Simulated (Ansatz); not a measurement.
# CoO: magnetic order and moments

This session on CoO sets out to sweep the held total moment.

Program: Ansatz 0.2.0. Level of theory: DFT PBE, scalar-relativistic, plane waves, PAW. These are calculated values, not measurements.

1 further run of the same task is left out (set aside as unsound or not needed).

### 1 The structure to begin with

It takes space group R-3m (No. 166, trigonal). Conventional cell: a = 3.011 Å, b = 3.011 Å, c = 7.320 Å, α = 90.00°, β = 90.00°, γ = 120.00°. Co (site symmetry -3m) is surrounded by 6 O at 2.12 Å. Around O (site symmetry -3m) lie 6 Co at 2.12 Å.

Coordinates:

```
Co O
1.0
     1.50547    0.86918    2.43993
    -1.50547    0.86918    2.43993
     0.00000   -1.73837    2.43993
Co O
1 1
Direct
  0.00000 0.00000 0.00000
  0.50000 0.50000 0.50000
```

Source of the structure: the Materials Project (structure only). It is taken as it stands there.

### 2 The base input

Input file input.yaml:

```yaml
crystal:
  lattice:
    - [1.5054695445, 0.8691832468, 2.4399269062]
    - [-1.5054695445, 0.8691832468, 2.4399269062]
    - [0.0, -1.7383664936, 2.4399269062]
  atoms:
    - { symbol: Co, position: [0.0, 0.0, 0.0], spin: 2.62 }
    - { symbol: O, position: [0.5, 0.5, 0.5], spin: 0.29 }
basis:
  ecutwfc: 420
kpoints:
  mp_grid: { grid: [18, 18, 18] }
hamiltonian:
  xc: pbe
scf:
  occupations: { method: gaussian, width: 0.1 }
output:
  forces: true
  stress: true
  eigenvalues: true
  populations: true
  write_density: true
  write_potential: true
  elf: true
  volumetric_format: npy
magnetization:
  spin_polarized: true
```

It was run beforehand and gave: -2846.0497 eV/atom at zero smearing, pressure 0.08 GPa, largest force 0.000 eV/Å, no gap on the mesh, site moments Co +2.49, O +0.32 μB, in 12 SCF cycles and 26 s.

### 3 Held total moment: 0 μB

Input file input.yaml:

```yaml
crystal:
  lattice:
    - [1.5054695445, 0.8691832468, 2.4399269062]
    - [-1.5054695445, 0.8691832468, 2.4399269062]
    - [0.0, -1.7383664936, 2.4399269062]
  atoms:
    - { symbol: Co, position: [0.0, 0.0, 0.0] }
    - { symbol: O, position: [0.5, 0.5, 0.5] }
basis:
  ecutwfc: 420
kpoints:
  mp_grid: { grid: [18, 18, 18] }
hamiltonian:
  xc: pbe
scf:
  occupations: { method: gaussian, width: 0.1 }
  lower_state_search: "off"
output:
  forces: true
  stress: true
  eigenvalues: true
magnetization:
  spin_polarized: true
  initial_magnetization: 0.0
  spin_locking: { lock_magnetization: hard }
```

The run is started by

```bash
$ ansatz run input.yaml --threads 1 --pin off --max-ram 2560MiB --backend cpu --events-out ev --progress --plain --runs-dir out
```

### 4 Held total moment: 1 μB

Changes to input.yaml since step 3:

```diff
@@ -23,3 +23,3 @@
   spin_polarized: true
-  initial_magnetization: 0.0
+  initial_magnetization: 1.0
   spin_locking: { lock_magnetization: hard }
```

### 5 Held total moment: 2 μB

Changes to input.yaml since step 4:

```diff
@@ -23,3 +23,3 @@
   spin_polarized: true
-  initial_magnetization: 1.0
+  initial_magnetization: 2.0
   spin_locking: { lock_magnetization: hard }
```

### 6 Held total moment set to 3 μB

Changes to input.yaml since step 5:

```diff
@@ -23,3 +23,3 @@
   spin_polarized: true
-  initial_magnetization: 2.0
+  initial_magnetization: 3.0
   spin_locking: { lock_magnetization: hard }
```

### 7 Held total moment: 4 μB

Changes to input.yaml since step 6:

```diff
@@ -23,3 +23,3 @@
   spin_polarized: true
-  initial_magnetization: 3.0
+  initial_magnetization: 4.0
   spin_locking: { lock_magnetization: hard }
```

### 8 Held total moment: 5 μB

Changes to input.yaml since step 7:

```diff
@@ -23,3 +23,3 @@
   spin_polarized: true
-  initial_magnetization: 4.0
+  initial_magnetization: 5.0
   spin_locking: { lock_magnetization: hard }
```

### 9 Held total moment set to 6 μB

Changes to input.yaml since step 8:

```diff
@@ -23,3 +23,3 @@
   spin_polarized: true
-  initial_magnetization: 5.0
+  initial_magnetization: 6.0
   spin_locking: { lock_magnetization: hard }
```

### 10 Held total moment set to 7 μB

Changes to input.yaml since step 9:

```diff
@@ -23,3 +23,3 @@
   spin_polarized: true
-  initial_magnetization: 6.0
+  initial_magnetization: 7.0
   spin_locking: { lock_magnetization: hard }
```

### 11 Held total moment set to 8 μB

Changes to input.yaml since step 10:

```diff
@@ -23,3 +23,3 @@
   spin_polarized: true
-  initial_magnetization: 7.0
+  initial_magnetization: 8.0
   spin_locking: { lock_magnetization: hard }
```

(Steps that only read results are left out.)

Q: Predict the outcome of the series: the values and the trend.

As calculated:

| quantity | value |
| --- | --- |
| held moment of lowest energy | 3.00 μB/cell |

The energy is lowest at 3.00 μB per cell on this grid, 237 meV/atom under the state without net moment. The pressure climbs by 183.4 GPa from the first to the last point: a larger moment wants a larger cell. With one magnetic atom in the cell only ferromagnetic order fits, and no U was applied, so an antiferromagnetic state was not tested. Without a U such compounds often come out metallic though many are antiferromagnetic insulators.
